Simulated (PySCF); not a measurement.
**TlH: from the state search to spectroscopic constants**

The task here is to estimate one member of a computed series from the others.

Computed with PySCF 2.14.0. Level: Tl def2-SVP with ECP60, H def2-SVP, scalar-relativistic core potentials.

The first run:

Settings of the job:

```
atoms                         : Tl, H
charge                        : 0
basis                         : Tl def2-SVP with ECP60, H def2-SVP
Hamiltonian                   : scalar-relativistic core potentials
basis functions               : 31
electrons treated             : 22
masses in u                   : 204.9744, 1.0078
levels                        : PBE0, PBE, r²SCAN, B97-3, M06-L, B2PLYP, ωB97X, HF, MP2, SCS-MP2, CCSD, CCSD(T)
grid                          : 80 radial by 434 angular points
occupations                   : held fixed by the projection of orbital angular momentum
dissociation limit            : Tl + H, each in its ground configuration
starting distance in angstrom : 1.750
values of 2S to try           : 0, 2
```

Command:

```console
$ OMP_NUM_THREADS=1 python dia.py task.json out
```

Among the steps run: The job; The PBE0 curve of the state that the search chose; Other states along the same grid; PBE; r²SCAN; B97-3 (global hybrid GGA); M06-L; B2PLYP (double hybrid); ωB97X (range-separated hybrid); RHF; Adding correlation.

One of the session's tables, all rows but one given; the rest of the session is left out.

Energy (eV) from each level's lowest point:

```
R (Å)    RHF  RHF-MP2  RHF-SCS-MP2  RHF-CCSD  RHF-CCSD(T)
1.650  0.342    0.284        0.303       n/a          n/a
1.727  0.151    0.115        0.128     0.135        0.136
1.804  0.045    0.026        0.033     0.038        0.039
1.861  0.008    0.000        0.003     0.006        0.006
1.919  0.000    0.001        0.000     0.000        0.000
1.977  0.016    0.025        0.020     0.016        0.016
2.053      ?        ?            ?         ?            ?
2.149  0.165    0.190        0.175     0.157        0.154
2.264  0.320    0.352        0.331     0.300        0.295
2.418  0.564    0.603        0.574       n/a          n/a
```

Q: Estimate the row for R (Å) = 2.053 from the others.

Worked estimate for «RHF». A straight line through the neighbours (1.977, 0.016) and (2.149, 0.165) gives 0.016 + (0.165 − 0.016) × (2.053 − 1.977) / (2.149 − 1.977) = 0.082; a parabola fitted to 4 rows on both sides gives 0.069.

**Answer.** RHF: 0.066; RHF-MP2: 0.083; RHF-SCS-MP2: 0.074; RHF-CCSD: 0.064; RHF-CCSD(T): 0.063. In «RHF» the line misses by +0.016 and the parabola by +0.003.
